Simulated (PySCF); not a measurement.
# RuNF: structure of the triplet, part 2 of 2

PySCF 2.14.0; PBE0, basis Ru def2-TZVP with ECP28, N def2-TZVP, F def2-TZVP, scalar-relativistic core potentials, no spin–orbit coupling, density fitting. Earlier steps stand in the parts before.

**7. What came out**

This closing draws on all 2 parts.

| quantity | value |
| --- | --- |
| minimum | triplet, Cs |
| geometry | Ru–F 1.880 Å, Ru–N 1.588 Å; F–Ru–N 141.3° |
| wavenumbers (cm⁻¹) | 182 (a'), 633 (a'), 1163 (a') |
| dipole moment | 1.62 D |
| highest occupied, lowest empty level (either spin) | -6.80, -4.06 eV |
| polar-tensor charge of Ru1 | +1.10 e |
| zero-point energy | 11.8 kJ/mol |
| entropy at 298.15 K | 285.5 J/(mol K) |
| atomisation energy (no zero-point energy) | 852 kJ/mol |
| ⟨S²⟩ | 2.026 |

In words: The linear start (C∞v) ends in a minimum of Cs symmetry, after a stop at a second-order saddle point 16.9 kJ/mol higher, from which it was pushed off along an imaginary mode. In the infrared the band at 633 cm⁻¹ (a', stretch) leads. Most of the spin sits on Ru1 (Mulliken spin 1.99, against 2 for the whole molecule). Only this shape and spin were tried, so other structures or states may lie lower. Open d and f shells are described by one determinant, and the ground state may have another occupation or spin.

The search up to here took 1.7 min on 4 threads, shared host.
